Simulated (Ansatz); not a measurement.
# Al₂ClFH₄Si: small, medium and large basis sets

One table from this session's results is given with a row withheld; the runs are named, their logs left out.

The runs use Ansatz 0.2.0, Gaussian basis; one geometry, several basis sets.

Levels to be run: PBE0-D4/def2-SVP; ωB97M-V/def2-SVP; PBE0-D4/def2-QZVPP; ωB97M-V/def2-QZVPP; the functionals' def2-TZVPP values are taken from earlier runs.

## The geometry

All runs share one geometry, relaxed beforehand with PBE0-D4 in a triple-zeta def2 set.

9 atoms, charge 0, spin multiplicity 1.

Atoms are counted from 1 here; the program's logs count them from 0.

Bond lengths: F1–Si2 1.614 Å, Si2–Al3 2.485 Å, Si2–Al4 2.434 Å, Si2–H6 1.495 Å, Al3–H7 1.586 Å, Al3–H8 1.589 Å, Al4–Cl5 2.218 Å, Al4–H9 1.582 Å. Angles: F1–Si2–Al3 122.3°, F1–Si2–Al4 116.7°, F1–Si2–H6 107.0°, Al3–Si2–Al4 85.2°, Al3–Si2–H6 116.5°, Al4–Si2–H6 106.9°, Si2–Al3–H7 120.4°, Si2–Al3–H8 114.2°, H7–Al3–H8 122.8°, Si2–Al4–Cl5 92.6°, Si2–Al4–H9 155.7°, Cl5–Al4–H9 111.3°.

Set-up of the first run:

in.yaml reads:

```yaml
crystal:
  periodic: [false, false, false]
  atoms:
    - {symbol: F, position_ang: [-0.254547, -1.679978, 2.123342]}
    - {symbol: Si, position_ang: [-0.054709, -0.304930, 1.302424]}
    - {symbol: Al, position_ang: [1.517054, -0.117489, -0.613332]}
    - {symbol: Al, position_ang: [-1.779040, 0.261780, -0.319669]}
    - {symbol: Cl, position_ang: [-0.316445, 1.208216, -1.692963]}
    - {symbol: H, position_ang: [-0.019581, 0.802399, 2.305641]}
    - {symbol: H, position_ang: [2.684283, 0.955954, -0.590786]}
    - {symbol: H, position_ang: [1.535144, -1.387533, -1.567925]}
    - {symbol: H, position_ang: [-3.223660, 0.215281, -0.963831]}
basis:
  gaussian: {orbitals: def2-SVP}
hamiltonian: {xc: pbe0, dispersion: d4}
output: {orbitals: {seedname: orbitals}}
```

Steps of the session up to this table: PBE0-D4 in def2-SVP; ωB97M-V in def2-SVP; PBE0-D4 in def2-QZVPP; ωB97M-V in def2-QZVPP.

One of the session's tables, all rows but one given; the rest of the session is left out.

It belongs to the step «Functionals by basis». 

```
functional       basis  HOMO (eV)  LUMO (eV)
   PBE0-D4    def2-SVP      -6.86      -2.53
   PBE0-D4  def2-TZVPP      -6.85      -2.53
   PBE0-D4  def2-QZVPP          ?          ?
   ωB97M-V    def2-SVP      -8.69      -0.76
   ωB97M-V  def2-TZVPP      -8.71      -0.81
   ωB97M-V  def2-QZVPP      -8.72      -0.87
```

Estimate the missing values for PBE0-D4, def2-QZVPP.

**Answer.** HOMO (eV): -6.85; LUMO (eV): -2.54.
